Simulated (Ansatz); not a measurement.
# Si: the cost of one run

Method: DFT PBE, scalar-relativistic, plane waves, PAW, in Ansatz 0.2.0.

The COD entry's cell or inner coordinates are ideal or old and differ from later refinements, so a difference from it is no clean test against experiment.

### 1 Starting point

The structure is cubic, space group Fd-3m (No. 227). The conventional cell has a = 5.427 Å, b = 5.427 Å, c = 5.427 Å, α = 90.00°, β = 90.00°, γ = 90.00°. Si (site symmetry -43m) is surrounded by 4 Si at 2.35 Å.

As a file:

```xyz
54
Lattice="0.0000 8.1407 8.1407 8.1407 0.0000 8.1407 8.1407 8.1407 0.0000" Properties=species:S:1:pos:R:3 pbc="T T T"
Si    4.0703    4.0703    4.0703
Si    6.7839    6.7839    4.0703
Si    9.4975    9.4975    4.0703
Si    6.7839    4.0703    6.7839
Si    9.4975    6.7839    6.7839
Si   12.2110    9.4975    6.7839
Si    9.4975    4.0703    9.4975
Si   12.2110    6.7839    9.4975
Si   14.9246    9.4975    9.4975
Si    4.0703    6.7839    6.7839
Si    6.7839    9.4975    6.7839
Si    9.4975   12.2110    6.7839
Si    6.7839    6.7839    9.4975
Si    9.4975    9.4975    9.4975
Si   12.2110   12.2110    9.4975
Si    9.4975    6.7839   12.2110
Si   12.2110    9.4975   12.2110
Si   14.9246   12.2110   12.2110
Si    4.0703    9.4975    9.4975
Si    6.7839   12.2110    9.4975
Si    9.4975   14.9246    9.4975
Si    6.7839    9.4975   12.2110
Si    9.4975   12.2110   12.2110
Si   12.2110   14.9246   12.2110
Si    9.4975    9.4975   14.9246
Si   12.2110   12.2110   14.9246
Si   14.9246   14.9246   14.9246
Si    2.7136    2.7136    2.7136
Si    5.4271    5.4271    2.7136
Si    8.1407    8.1407    2.7136
Si    5.4271    2.7136    5.4271
Si    8.1407    5.4271    5.4271
Si   10.8542    8.1407    5.4271
Si    8.1407    2.7136    8.1407
Si   10.8542    5.4271    8.1407
Si   13.5678    8.1407    8.1407
Si    2.7136    5.4271    5.4271
Si    5.4271    8.1407    5.4271
Si    8.1407   10.8542    5.4271
Si    5.4271    5.4271    8.1407
Si    8.1407    8.1407    8.1407
Si   10.8542   10.8542    8.1407
Si    8.1407    5.4271   10.8542
Si   10.8542    8.1407   10.8542
Si   13.5678   10.8542   10.8542
Si    2.7136    8.1407    8.1407
Si    5.4271   10.8542    8.1407
Si    8.1407   13.5678    8.1407
Si    5.4271    8.1407   10.8542
Si    8.1407   10.8542   10.8542
Si   10.8542   13.5678   10.8542
Si    8.1407    8.1407   13.5678
Si   10.8542   10.8542   13.5678
Si   13.5678   13.5678   13.5678
```

The runs take a perfect supercell of 54 atoms; the defect goes to fractional position (0.250, 0.250, 0.250).

### 2 The perfect supercell

The input, input.yaml:

```yaml
crystal:
  lattice:
    - [0.0, 8.14068, 8.14068]
    - [8.14068, 0.0, 8.14068]
    - [8.14068, 8.14068, 0.0]
  atoms:
    - { symbol: Si, position: [0.25, 0.25, 0.25] }
    - { symbol: Si, position: [0.25, 0.25, 0.583333] }
    - { symbol: Si, position: [0.25, 0.25, 0.916667] }
    - { symbol: Si, position: [0.25, 0.583333, 0.25] }
    - { symbol: Si, position: [0.25, 0.583333, 0.583333] }
    - { symbol: Si, position: [0.25, 0.583333, 0.916667] }
    - { symbol: Si, position: [0.25, 0.916667, 0.25] }
    - { symbol: Si, position: [0.25, 0.916667, 0.583333] }
    - { symbol: Si, position: [0.25, 0.916667, 0.916667] }
    - { symbol: Si, position: [0.583333, 0.25, 0.25] }
    - { symbol: Si, position: [0.583333, 0.25, 0.583333] }
    - { symbol: Si, position: [0.583333, 0.25, 0.916667] }
    - { symbol: Si, position: [0.583333, 0.583333, 0.25] }
    - { symbol: Si, position: [0.583333, 0.583333, 0.583333] }
    - { symbol: Si, position: [0.583333, 0.583333, 0.916667] }
    - { symbol: Si, position: [0.583333, 0.916667, 0.25] }
    - { symbol: Si, position: [0.583333, 0.916667, 0.583333] }
    - { symbol: Si, position: [0.583333, 0.916667, 0.916667] }
    - { symbol: Si, position: [0.916667, 0.25, 0.25] }
    - { symbol: Si, position: [0.916667, 0.25, 0.583333] }
    - { symbol: Si, position: [0.916667, 0.25, 0.916667] }
    - { symbol: Si, position: [0.916667, 0.583333, 0.25] }
    - { symbol: Si, position: [0.916667, 0.583333, 0.583333] }
    - { symbol: Si, position: [0.916667, 0.583333, 0.916667] }
    - { symbol: Si, position: [0.916667, 0.916667, 0.25] }
    - { symbol: Si, position: [0.916667, 0.916667, 0.583333] }
    - { symbol: Si, position: [0.916667, 0.916667, 0.916667] }
    - { symbol: Si, position: [0.166667, 0.166667, 0.166667] }
    - { symbol: Si, position: [0.166667, 0.166667, 0.5] }
    - { symbol: Si, position: [0.166667, 0.166667, 0.833333] }
    - { symbol: Si, position: [0.166667, 0.5, 0.166667] }
    - { symbol: Si, position: [0.166667, 0.5, 0.5] }
    - { symbol: Si, position: [0.166667, 0.5, 0.833333] }
    - { symbol: Si, position: [0.166667, 0.833333, 0.166667] }
    - { symbol: Si, position: [0.166667, 0.833333, 0.5] }
    - { symbol: Si, position: [0.166667, 0.833333, 0.833333] }
    - { symbol: Si, position: [0.5, 0.166667, 0.166667] }
    - { symbol: Si, position: [0.5, 0.166667, 0.5] }
    - { symbol: Si, position: [0.5, 0.166667, 0.833333] }
    - { symbol: Si, position: [0.5, 0.5, 0.166667] }
    - { symbol: Si, position: [0.5, 0.5, 0.5] }
    - { symbol: Si, position: [0.5, 0.5, 0.833333] }
    - { symbol: Si, position: [0.5, 0.833333, 0.166667] }
    - { symbol: Si, position: [0.5, 0.833333, 0.5] }
    - { symbol: Si, position: [0.5, 0.833333, 0.833333] }
    - { symbol: Si, position: [0.833333, 0.166667, 0.166667] }
    - { symbol: Si, position: [0.833333, 0.166667, 0.5] }
    - { symbol: Si, position: [0.833333, 0.166667, 0.833333] }
    - { symbol: Si, position: [0.833333, 0.5, 0.166667] }
    - { symbol: Si, position: [0.833333, 0.5, 0.5] }
    - { symbol: Si, position: [0.833333, 0.5, 0.833333] }
    - { symbol: Si, position: [0.833333, 0.833333, 0.166667] }
    - { symbol: Si, position: [0.833333, 0.833333, 0.5] }
    - { symbol: Si, position: [0.833333, 0.833333, 0.833333] }
basis:
  ecutwfc: 420
  fft_grid_basis: typed
kpoints:
  mp_grid: { grid: [1, 1, 1] }
hamiltonian:
  xc: pbe
  pseudopotentials: { kind: paw }
scf:
  occupations: { method: gaussian, width: 0.05 }
output:
  forces: true
  stress: false
  eigenvalues: true
  bader: false
  write_density: true
  volumetric_format: npy
```

Command:

```sh
> ansatz run input.yaml --threads 4 --pin off --max-ram 10240MiB --backend cpu --events-out ev --progress --plain --runs-dir out
```

**Question.** How long does this run take on 4 threads of Intel Xeon Platinum 8488C (Sapphire Rapids), shared host, and how much memory does it need?

About 2.9 s, with a peak of 1 GiB.
